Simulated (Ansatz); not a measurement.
This script drives the Python package of Ansatz (0.2.0).

`ch2clno2si.xyz`
```text
8

N    -0.28110   -1.40130    0.67110
Si    0.37990    0.15410    0.35310
Cl    2.22910   -0.15280   -0.38940
O    -0.42980    0.65410   -1.06700
C    -0.45810    1.56580   -0.15930
O    -0.84140    2.70370    0.08210
H     0.42410   -2.06080    0.57360
H    -0.93050   -1.51980   -0.12010
```

`run_opt.py`
```python
"""Geometry optimisation of CH2ClNO2Si."""

import ansatz as az
import numpy as np

mol = az.Crystal.molecule_from_extxyz("ch2clno2si.xyz")

calc = mol.calculation().basis(gaussian="6-31G*").functional("hf")
symbols = [site.symbol for site in mol.cartesian_sites]
start = np.array([site.position_ang for site in mol.cartesian_sites], dtype=float)
def progress(event):
    if event["event"] == "relax_step":
        row = event["data"]
        print(f"step {row['step']:3d}  E = {row['lagrangian_ev']:.6f} eV  max force {row['allowed_force_max_ev_ang']:.4f} eV/A")


r = calc.relax(force_tolerance=0.01).session().plan().execute(on_event=progress).report
end = np.array(r["positions_ang"])

print(f"E = {r['free_energy_ev']:.6f} eV = {r['free_energy_ev'] / 27.211386246:.7f} Ha")
print("converged:", r["converged"], " doubts:", r["published_state_doubts"] or "none")

print("bond        before    after (A)")
for i, j in [(0, 1), (0, 6), (0, 7), (1, 2), (1, 3), (1, 4), (3, 4), (4, 5)]:
    d0, d1 = (np.linalg.norm(xyz[i] - xyz[j]) for xyz in (start, end))
    print(f"{symbols[i]}{i}-{symbols[j]}{j}".ljust(10), f"{d0:8.4f} {d1:8.4f}")
```

It is started by `python run_opt.py`. How long does it take on 1 thread of Arm Neoverse V1, with other jobs on the host, and how much memory does it need?

It took about 55 s, with a peak of 0.28 GiB, for 1 run of the engine.

```console
$ python run_opt.py
step   1  E = -26983.271213 eV  max force 7.4663 eV/A
step   2  E = -26984.181101 eV  max force 2.5379 eV/A
step   3  E = -26984.435334 eV  max force 1.5058 eV/A
step   4  E = -26984.579512 eV  max force 1.2454 eV/A
step   5  E = -26984.738430 eV  max force 1.8162 eV/A
step   6  E = -26984.809979 eV  max force 0.7885 eV/A
step   7  E = -26984.835422 eV  max force 0.4399 eV/A
step   8  E = -26984.825455 eV  max force 1.1213 eV/A
step   9  E = -26984.846780 eV  max force 0.3032 eV/A
step  10  E = -26984.847725 eV  max force 0.1059 eV/A
step  11  E = -26984.847986 eV  max force 0.0240 eV/A
step  12  E = -26984.848022 eV  max force 0.0225 eV/A
step  13  E = -26984.848041 eV  max force 0.0040 eV/A
E = -26984.848041 eV = -991.6748745 Ha
converged: True  doubts: none
bond        before    after (A)
N0-Si1       1.7197   1.6705
N0-H6        0.9704   0.9971
N0-H7        1.0304   0.9983
Si1-Cl2      2.0162   2.0273
Si1-O3       1.7095   1.6572
Si1-C4       1.7198   1.8043
O3-C4        1.2868   1.3923
C4-O5        1.2247   1.1665
```

Total energies depend on the basis set; only differences at equal settings carry meaning. The end point is the stationary point reached from this start; no frequency run checks that it is a minimum, and the basis set is modest.

(Lines on the test bed's own set-up are left out of the output.)
